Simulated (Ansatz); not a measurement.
# HSeO− (SMILES [O-][SeH]): one structure at several levels

An exercise on one series of results from a longer session: the logs are not shown, and one member is left open.

Computed with Ansatz 0.2.0, Gaussian basis. Level: single points in def2-TZVPPD.

Correlated methods freeze the cores. Filled d shells of the heavier atoms are correlated.

**Starting geometry**

SMILES `[O-][SeH]`, 3 atoms, charge -1, spin multiplicity 1.

Atoms are counted from 1 here; the program's logs count them from 0.

Bond lengths: O1–Se2 1.751 Å, Se2–H3 1.529 Å. Angles: O1–Se2–H3 105.7°.

Geometry (Å):

```
O    -0.8961    1.0088   -0.3701
Se   -0.2292   -0.6027   -0.2116
H     1.1078   -0.4270    0.5087
```

The first run:

The input, run/in.yaml:

```yaml
crystal:
  periodic: [false, false, false]
  atoms:
    - {symbol: O, position_ang: [-0.896100, 1.008800, -0.370100]}
    - {symbol: Se, position_ang: [-0.229200, -0.602700, -0.211600]}
    - {symbol: H, position_ang: [1.107800, -0.427000, 0.508700]}
basis:
  gaussian: {orbitals: "def2-TZVPPD.json"}
total_charge: -1
correlation: {method: ccsd_t}
output: {forces: true}
```

The basis file named in the input lies beside it (Basis Set Exchange, JSON).

The command line of these runs was not kept.

Among the steps run: CCSD(T)/def2-TZVPPD; PBE0-D4/def2-TZVPPD; wB97M-V/def2-TZVPPD; r2SCAN-D4/def2-TZVPPD; PBE-D4/def2-TZVPPD; B97M-V/def2-TZVPPD; LC-wPBE/def2-TZVPPD.

One table of the session follows, with a row left open; its other results are not shown here.

```
   method  RMS force component (eV/Å)  angle to CCSD(T) forces (°)
  CCSD(T)                       0.218                    reference
  PBE0-D4                       0.392                         31.6
  wB97M-V                       0.349                         15.9
r2SCAN-D4                       0.275                         35.4
   PBE-D4                       0.123                         84.2
   B97M-V                           ?                            ?
  LC-wPBE                       0.547                         21.3
```

Estimate the missing values for B97M-V.

**Answer.** RMS force component (eV/Å): 0.457; angle to CCSD(T) forces (°): 39.6. In the column «RMS force component (eV/Å)» it lies between PBE0-D4 (0.392) and LC-wPBE (0.547).

Caveats from the session: The anion's highest level is positive in at least one run, so there the basis alone may hold the extra electron.
